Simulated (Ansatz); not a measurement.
# Al5Ti: the cost of one run

Method: as each input shows; program: Ansatz 0.2.0, Gaussian basis.

Levels to be run: PBE-D4/def2-TZVPD, r2SCAN-D4/def2-TZVPD, LC-ωPBE/def2-TZVPD, B97M-V/def2-TZVPD, ωB97M-V/def2-TZVPD, HF/STO-3G, RPA/def2-TZVPD.

5 further runs of the same task are left out: 2 that didn't finish, 3 set aside as unsound or not needed. Runs told in other sessions of the task aren't counted.

### 1 The relaxed structure

The geometry is that of the singlet, from an earlier relaxation (PBE-D4/def2-SVPD). At that level it is the lowest of the isomers that a small search found.

6 atoms, charge -1, spin multiplicity 1.

Atoms are counted from 1 here; the program's logs count them from 0.

Bond lengths: Ti1–Al2 2.596 Å, Ti1–Al4 2.610 Å, Ti1–Al5 2.573 Å, Ti1–Al6 2.594 Å, Al2–Al3 2.725 Å, Al2–Al5 2.647 Å, Al2–Al6 2.706 Å, Al3–Al4 2.574 Å, Al3–Al6 2.727 Å, Al5–Al6 2.647 Å. Angles: Al2–Ti1–Al4 79.4°, Al2–Ti1–Al5 61.6°, Al2–Ti1–Al6 62.9°, Al4–Ti1–Al5 133.6°, Al4–Ti1–Al6 79.3°, Al5–Ti1–Al6 61.6°, Ti1–Al2–Al3 91.3°, Ti1–Al2–Al5 58.8°, Ti1–Al2–Al6 58.5°, Al3–Al2–Al5 119.5°, Al3–Al2–Al6 60.3°, Al5–Al2–Al6 59.3°, Al2–Al3–Al4 77.6°, Al2–Al3–Al6 59.5°, Al4–Al3–Al6 77.5°, Ti1–Al4–Al3 94.5°, Ti1–Al5–Al2 59.6°, Ti1–Al5–Al6 59.6° and more.

No spin-orbit coupling is included. The ion is computed in the gas phase, without counter-ions or solvent.

PBE0-D4/def2-TZVPD was run before; its log isn't repeated, and its numbers join the tables.

### 2 PBE-D4/def2-TZVPD

start.molden holds the orbitals of an earlier run on this state, given as this run's starting guess.

Input file in.yaml:

```yaml
crystal:
  periodic: [false, false, false]
  atoms:
    - {symbol: Ti, position_ang: [0.718176, 0.715153, 1.300173]}
    - {symbol: Al, position_ang: [-1.347176, 0.721000, -0.272062]}
    - {symbol: Al, position_ang: [-1.003511, -1.922197, -0.838409]}
    - {symbol: Al, position_ang: [-0.095071, -1.751179, 1.563909]}
    - {symbol: Al, position_ang: [0.661610, 2.404814, -0.639278]}
    - {symbol: Al, position_ang: [1.065962, -0.167591, -1.114323]}
basis:
  gaussian: {orbitals: def2-TZVPD, initial_orbitals: start.molden}
total_charge: -1
hamiltonian: {xc: pbe, dispersion: d4}
scf: {omitted_lower_state_checks: [starts]}
output: {forces: true, orbitals: {seedname: orbitals}}
```

Started as:

```bash
$ ansatz run in.yaml --threads 4 --pin off --events-out ev --progress --plain --max-ram 4787MiB
```

What time and memory should one allow on 4 threads of Arm Neoverse V1, shared host?

About 6.5 s, with a peak of 0.56 GiB.
